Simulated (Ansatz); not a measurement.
# SiH4O4 (orthosilicic acid) at MP2/def2-SVP

What is the electronic atomisation energy of SiH4O4 (orthosilicic acid) at MP2/def2-SVP? 

The results are computed with Ansatz 0.2.0.

59 further runs of the same task are left out: 1 that didn't finish, 58 set aside as unsound or not needed.

## (1) The structure to begin with

The species is SiH4O4 (9 atoms), meant as a singlet with charge 0. SMILES: `O[Si](O)(O)O`. The coordinates come from a PBE0-D4/def2-TZVP relaxation. This is one conformer, not always the lowest.

Bond lengths: O1–Si2 1.631 Å, Si2–O3 1.631 Å, Si2–O4 1.631 Å, Si2–O5 1.631 Å, O1–H6 0.958 Å, O3–H7 0.958 Å, O4–H8 0.958 Å, O5–H9 0.958 Å. Angles: O1–Si2–O3 106.4°, O1–Si2–O4 115.8°, O1–Si2–O5 106.4°, O3–Si2–O4 106.4°, O3–Si2–O5 115.8°, O4–Si2–O5 106.4°, Si2–O1–H6 116.6°, Si2–O3–H7 116.6°, Si2–O4–H8 116.6°, Si2–O5–H9 116.6°.

## (2) The energy at MP2/def2-SVP

Contents of molecule.yaml:

```yaml
crystal:
  periodic: [false, false, false]
  atoms:
    - {symbol: O, position_ang: [-0.969050, 0.776350, -1.057560]}
    - {symbol: Si, position_ang: [0.000010, 0.000030, -0.000040]}
    - {symbol: O, position_ang: [1.527610, 0.433680, -0.372150]}
    - {symbol: O, position_ang: [-0.043140, -1.629280, -0.059900]}
    - {symbol: O, position_ang: [-0.515400, 0.419370, 1.489460]}
    - {symbol: H, position_ang: [-0.639460, 0.869750, -1.952330]}
    - {symbol: H, position_ang: [2.226280, -0.135170, -0.046190]}
    - {symbol: H, position_ang: [-0.768040, -2.056130, 0.398680]}
    - {symbol: H, position_ang: [-0.818790, 1.321420, 1.600040]}
basis:
  gaussian: {orbitals: def2-SVP}
correlation: {method: mp2, frozen_orbitals: {H: 0, O: 1, Si: 5}}
accuracy: high
```

On the command line:

```console
ansatz run molecule.yaml --threads 1 --pin off --max-ram 3480MiB --events-out events.jsonl --progress --plain --runs-dir runs
```

Output:

```text
Warning: RAYON_NUM_THREADS=1 ignored (pool sized by the plan → 1); use --threads N
Functional definition: HF
  name "HF"
  exchange = exact_x
  correlation = 0
2020 factors; integrals over basis functions are off by at most 3.8e-9 eV
mean field evaluation 1: about -16065.5677 eV, gradient 5.4e1 eV
mean field evaluation 2: about -16065.5815 eV, gradient 5.4e1 eV
mean field evaluation 4: about -16070.7659 eV, gradient 2.6e0 eV
mean field evaluation 8: about -16070.7867 eV, gradient 8.7e-2 eV
mean field -16070.78670669 eV, -590.5905183004 hartree, gradient 6.4e-9 eV, S^2 0.000000; 0 other end points of the search recorded, 0 dependent functions left out
9 core orbitals not correlated: weight in the atoms' cores, before any rotation towards them, 1.000 or more for the frozen orbitals, at most 0.000 for the correlated occupied ones
reference -16070.78670669 eV, -590.5905183004 hartree; 16, 16 occupied and 69, 69 virtual orbitals, 2020 factors
second order -22.66162630 eV of doubles, -0.00000000 eV of singles
Total energy: -16093.44833299 eV, -591.4233177065 hartree
```

It took 2 s on 1 thread of Intel Xeon 6975P-C (Granite Rapids), shared host; peak memory 0.28 GiB.

## (3) The H atom: the energy at UHF/def2-SVP

Contents of in.yaml:

```yaml
crystal:
  periodic: [false, false, false]
  atoms:
    - symbol: H
      position_ang: [0.000000, 0.000000, 0.000000]
basis:
  gaussian:
    orbitals: def2-SVP
hamiltonian:
  xc: hf
magnetization:
  spin_polarized: true
  initial_magnetization: 1
accuracy: high
```

On the command line:

```console
ansatz run in.yaml --threads 1 --pin off --max-ram 3480MiB --events-out events.jsonl --progress --plain --runs-dir runs
```

Output:

```text
Warning: RAYON_NUM_THREADS=1 ignored (pool sized by the plan → 1); use --threads N
[... 4 set-up lines as earlier in the session ...]
15 factors; integrals over basis functions are off by at most 8.9e-10 eV
mean field evaluation 1: about -13.5522 eV, gradient 1.6e0 eV
mean field evaluation 2: about -13.5522 eV, gradient 1.6e0 eV
mean field evaluation 4: about -13.5861 eV, gradient 1.4e-4 eV
mean field evaluation 8: about -13.5861 eV, gradient 4.4e-14 eV
mean field -13.58605754 eV, -0.4992784057 hartree, gradient 4.2e-10 eV, S^2 0.750000; 0 other end points of the search recorded, 0 dependent functions left out
reference -13.58605754 eV, -0.4992784057 hartree; 1, 0 occupied and 4, 5 virtual orbitals, 15 factors
Total energy: -13.58605754 eV, -0.4992784057 hartree
```

Wall time 0.04 s (1 thread of Intel Xeon 6975P-C (Granite Rapids), shared host).

## (4) The O atom, same level

Contents of run.yaml:

```yaml
crystal:
  periodic: [false, false, false]
  atoms:
    - {symbol: O, position_ang: [0.000000, 0.000000, 0.000000]}
basis:
  gaussian: {orbitals: def2-SVP}
total_charge: 0
magnetization: {spin_polarized: true, initial_magnetization: 2}
correlation: {method: mp2, frozen_orbitals: {O: 1}}
accuracy: high
```

Run the same way, it converges to -74.82140 Eh (log not shown).

## (5) The Si atom, same level

Contents of run.yaml:

```yaml
crystal:
  periodic: [false, false, false]
  atoms:
    - {symbol: Si, position_ang: [0.000000, 0.000000, 0.000000]}
basis:
  gaussian: {orbitals: def2-SVP}
magnetization: {spin_polarized: true, initial_magnetization: 2}
correlation: {method: mp2, frozen_orbitals: {Si: 5}}
accuracy: high
```

Run the same way, it converges to -288.79662 Eh (log not shown).

## (6) What came out

Level: MP2/def2-SVP, 9 core orbitals frozen.

| quantity | value |
| --- | --- |
| molecule: total energy | -591.42332 Eh |
| molecule: correlation energy (9 core orbitals frozen) | -832.8 mEh |
| H atom: total energy | -0.49928 Eh |
| H atom: ⟨S²⟩ | 0.750 |
| O atom: total energy | -74.82140 Eh |
| O atom: correlation energy (1 core orbital frozen) | -101.3 mEh |
| O atom: ⟨S²⟩ of the reference determinant | 2.005 |
| Si atom: total energy | -288.79662 Eh |
| Si atom: correlation energy (5 core orbitals frozen) | -43.5 mEh |
| Si atom: ⟨S²⟩ of the reference determinant | 2.009 |
| electronic atomisation energy | 36.571 eV |

**Reading.** Taking the molecule apart into free atoms costs 36.57 eV (3529 kJ/mol), before zero-point energy and without spin-orbit coupling.
